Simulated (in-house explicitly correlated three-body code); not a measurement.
**Two electrons around a charge of +1.205: exact states and exact Kohn–Sham parts**

The task here is to estimate one member of a computed series from the others.

Program: in-house explicitly correlated three-body code version 1. Level of theory: two electrons, non-relativistic, variational in exponentially correlated functions. These are calculated values, not measurements, unless marked.

## The atom as given

| Quantity | Value |
| --- | --- |
| charge of the centre | +1.205 |
| mass of the centre | infinite |
| interactions | Coulomb |
| basis | 260 functions exp(−a r1 − b r2 − g r12) a state, exponent ranges optimised |
| units | hartree and bohr; relativity and QED are left out |

The first run:

Settings:

```ini
Z = 1.205
interaction_strength = 1.0
functions = 260
states_tried = 13
```

Command:

```bash
$ python run_hyl.py task.json out
```

One table of the session follows, with a row left open; its other results are not shown here.

It belongs to the step «The bound states». 

```
state  binding (eV)  excitation (eV)  ⟨r12⟩ (bohr)
 1 ¹S       3.40599                0         2.985
 2 ³S      0.314289          3.09170         13.56
 2 ¹S      0.237956          3.16803         17.92
 2 ³P             ?                ?             ?
 2 ¹P      0.143567          3.26242         24.31
 3 ³S      0.103129          3.30286         40.69
 3 ¹S     0.0873848          3.31860         48.07
 4 ³P     0.0361338          3.36985         110.9
```

Estimate the missing values for 2 ³P.

As computed: binding (eV): 0.145694; excitation (eV): 3.26029; ⟨r12⟩ (bohr): 23.78. In the column «binding (eV)» it lies between 2 ¹P (0.143567) and 2 ¹S (0.237956).
